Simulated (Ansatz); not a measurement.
**How Ni converges under other mixers and occupations**

Which SCF settings change the result for Ni, and which only the effort? The default run comes first. We look at Ni: the measured crystal structure (space group Fm-3m), with 1 atom per cell. Source: COD entry 9012994.

Computed with Ansatz 0.2.0 (DFT PBE+U, PAW, plane waves, scalar-relativistic; U − J = 4.8 eV on Ni d, unless a step's input says otherwise).

3 further runs of the same task are left out: 2 that didn't finish, 1 set aside as unsound or not needed.

### 1 The starting structure

The structure is cubic, space group Fm-3m (No. 225). The conventional cell has a = 3.537 Å, b = 3.537 Å, c = 3.537 Å, α = 90.00°, β = 90.00°, γ = 90.00°. Around Ni (site symmetry m-3m) lie 12 Ni at 2.50 Å.

Structure file:

```
Ni
1.0
     0.00000    1.76855    1.76855
     1.76855    0.00000    1.76855
     1.76855    1.76855    0.00000
Ni
1
Direct
  0.00000 0.00000 0.00000
```

In tables a label like Ni1 counts atoms in the order of input.yaml; a structure file may count by element.

Changes shown after the default run: Anderson, β 0.02, history 8, no preconditioner; Anderson, β 0.8, backtracking line search; Fermi–Dirac width 0.01 eV, no switch to direct minimisation; 1 band beyond the filled ones; density-residual threshold 1e-4 eV; Broyden, β 0.7, preconditioner Resta.

The search for lower states is off throughout, and inputs that name a mixer don't switch to direct minimisation unless they say so. Spin is collinear, with starting moments Ni1 2.00 μB. β is the mixing step of the charge; the magnetisation has a step of its own, which the program sets unless it is named.

### 2 Default SCF settings

input.yaml reads:

```yaml
crystal:
  lattice:
    - [0.0, 1.76855, 1.76855]
    - [1.76855, 0.0, 1.76855]
    - [1.76855, 1.76855, 0.0]
  atoms:
    - { symbol: Ni, position: [0.0, 0.0, 0.0], spin: 2.0 }
magnetization:
  spin_polarized: true
hamiltonian:
  xc: pbe
  pseudopotentials: { kind: paw }
  hubbard: { sites: [{ species: Ni, l: d, u_eff: 4.8 }] }
basis:
  ecutwfc: 420
kpoints:
  mp_grid: { grid: [13, 13, 13] }
scf:
  occupations: { method: fermi_dirac, width: 0.1 }
  lower_state_search: "off"
output:
  forces: true
  stress: true
```

Command:

```bash
$ ansatz run input.yaml --threads 2 --pin off --max-ram 5120MiB --backend cpu --events-out ev --progress --plain --runs-dir out
```

**Question.** Each change named above is then made alone on this input. How many iterations does the default take, and what do the changes move? Wanted: largest shift of the free energy by occupations, cutoff, mesh or field.

As calculated:

| quantity | value |
| --- | --- |
| default run | 10 iterations, ferromagnetic, site moments Ni1 0.73 μB, total 0.67 μB per cell, no gap on the k-mesh |
| fewest iterations to that state among the runs shown | 10 (default SCF settings) |
| most iterations to it | 33 (Anderson, β 0.02, history 8, no preconditioner) |
| runs that end in another state, among changes of path alone | 0 |
| largest shift of the free energy by occupations, cutoff, mesh or field | +22.1 meV/atom (Fermi–Dirac width 0.01 eV, no switch to direct minimisation) |

5 runs solve the same problem and reach the default's state, in 10 to 33 iterations: there the settings change the path, not the answer. Occupations, cutoff, mesh and fields change the problem that is solved, not just the path; the largest shift here is that of “Fermi–Dirac width 0.01 eV, no switch to direct minimisation”. Other settings tried on this cell gave no result: Anderson, β 1.0, history 2, no preconditioner (not converged after 70 iterations, oscillates); fixed occupations (input refused); Broyden, β 3.0, history 8 (input refused); linear mixing, β 0.9, no preconditioner (not converged after 70 iterations, cycles). Counts include iterations that the program adds to test a close, so a difference of one or two ranks nothing. The starting density is a sum of atomic densities.
